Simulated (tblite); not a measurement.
# H6NOSi2: the cost of one run

Computed with tblite 0.8.0 and PySCF 2.14.0; each step states its level. No surroundings beyond the atoms listed, unless a continuum is named. Atoms count from 0, parts from 1.

### 1 Starting point

10 atoms, charge 0, multiplicity 2; geometry: distance geometry start.

### 2 Geometry optimisation with GFN2-xTB

What the job is given:

```
{"job": {"kind": "relax", "xc": "GFN2-xTB", "basis": "xTB"}, "charge": 0, "multiplicity": 2}
Si     1.472689    -0.445450     0.059301
N      0.514196     0.605412     1.221549
Si    -0.836329     1.585272     0.491317
O      1.199140     1.205953     2.236448
H      0.901506    -1.741057     0.009409
H      1.417949     0.151358    -1.241090
H      2.785369    -0.496467     0.516026
H     -0.255972     2.627300    -0.324002
H     -1.593800     2.196496     1.505240
H     -1.651305     0.752684    -0.296130
```

Level: GFN2-xTB geometry optimisation, gas phase.

Launch:

```console
> OMP_NUM_THREADS=1 python cluster_run.py task.json out
```

The driver reads the jobs from task.json and runs them one after another.

**Question.** How long does this first job take on 1 thread of Arm Neoverse V1, shared host?

About 1.2 s.
